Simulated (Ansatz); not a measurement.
# MgCd3Se4: the cost of one run

Program: Ansatz 0.2.0. Level of theory: DFT PBE, scalar-relativistic, plane waves, PAW, unless a step names another level. These are calculated values, not measurements.

1 further run of the same task is left out (set aside as unsound or not needed).

## 1. Starting point

It takes space group P4/mmm (No. 123, tetragonal). The conventional cell has a = 4.021 Å, b = 4.021 Å, c = 11.393 Å, α = 90.00°, β = 90.00°, γ = 90.00°. Mg (site symmetry 4/mmm) is surrounded by 6 Se at 2.79 to 2.84 Å. Around Cd (site symmetry 4mm) lie 6 Se at 2.83 to 2.87 Å. Cd (site symmetry 4/mmm) is surrounded by 6 Se at 2.84 to 2.91 Å. Se (site symmetry 4mm) has 1 Mg at 2.79 Å and 5 Cd at 2.84 to 2.91 Å as nearest neighbours. Se (site symmetry 4/mmm) has 6 Cd at 2.84 to 2.87 Å as nearest neighbours. Around Se (site symmetry 4/mmm) lie 2 Cd at 2.83 Å and 4 Mg at 2.84 Å.

Coordinates:

```
CELL_PARAMETERS angstrom
4.02054 0.00000 0.00000
0.00000 4.02054 0.00000
0.00000 0.00000 11.39332
ATOMIC_POSITIONS crystal
Mg 0.00000 0.00000 0.00000
Cd 0.50000 0.50000 0.24803
Cd 0.00000 0.00000 0.50000
Cd 0.50000 0.50000 0.75197
Se 0.00000 0.00000 0.24484
Se 0.50000 0.50000 0.50000
Se 0.00000 0.00000 0.75516
Se 0.50000 0.50000 0.00000
```

The cell was relaxed beforehand at this level, from a generated guess; it needn't be the stable form of this composition. At a tolerance of 0.05 Å it has space group P4/mmm (No. 123); it has 23.02 Å³/atom, an uncorrected energy of -0.66 eV/atom over the elements.

## 2. Electronic structure at the relaxed geometry

Input file input.yaml:

```yaml
crystal:
  lattice:
    - [4.0205403005, 0.0, 0.0]
    - [0.0, 4.0205403005, 0.0]
    - [0.0, 0.0, 11.3933189619]
  atoms:
    - { symbol: Mg, position: [0.0, 0.0, 0.0] }
    - { symbol: Cd, position: [0.5, 0.5, 0.248025349] }
    - { symbol: Cd, position: [0.0, 0.0, 0.5] }
    - { symbol: Cd, position: [0.5, 0.5, 0.751974651] }
    - { symbol: Se, position: [0.0, 0.0, 0.2448392012] }
    - { symbol: Se, position: [0.5, 0.5, 0.5] }
    - { symbol: Se, position: [0.0, 0.0, 0.7551607988] }
    - { symbol: Se, position: [0.5, 0.5, 0.0] }
basis:
  ecutwfc: 420
kpoints:
  mp_grid: { grid: [10, 10, 4] }
  band_path:
    path:
      - [[0.0, 0.0, 0.0], [0.0, 0.5, 0.0], [0.5, 0.5, 0.0], [0.0, 0.0, 0.0], [0.0, 0.0, 0.5], [0.0, 0.5, 0.5], [0.5, 0.5, 0.5], [0.0, 0.0, 0.5]]
      - [[0.0, 0.5, 0.0], [0.0, 0.5, 0.5]]
      - [[0.5, 0.5, 0.0], [0.5, 0.5, 0.5]]
    npoints: 14
hamiltonian:
  xc: pbe
scf:
  occupations: { method: gaussian, width: 0.1 }
  n_extra_bands: 20
output:
  forces: true
  stress: true
  eigenvalues: true
  populations: true
  dos: { projected: true, de: 0.02, nscf_kmesh: { grid: [12, 12, 5] } }
  bader: true
  write_density: true
  write_potential: true
  elf: true
  volumetric_format: npy
```

Command:

```sh
$ ansatz run input.yaml --threads 1 --pin off --max-ram 2560MiB --backend cpu --events-out ev --progress --plain --runs-dir out
```

**Question.** How long does this run take on 1 thread of Arm Neoverse V1, shared host, and how much memory does it need?

About 4 min, with a peak of 1.4 GiB.
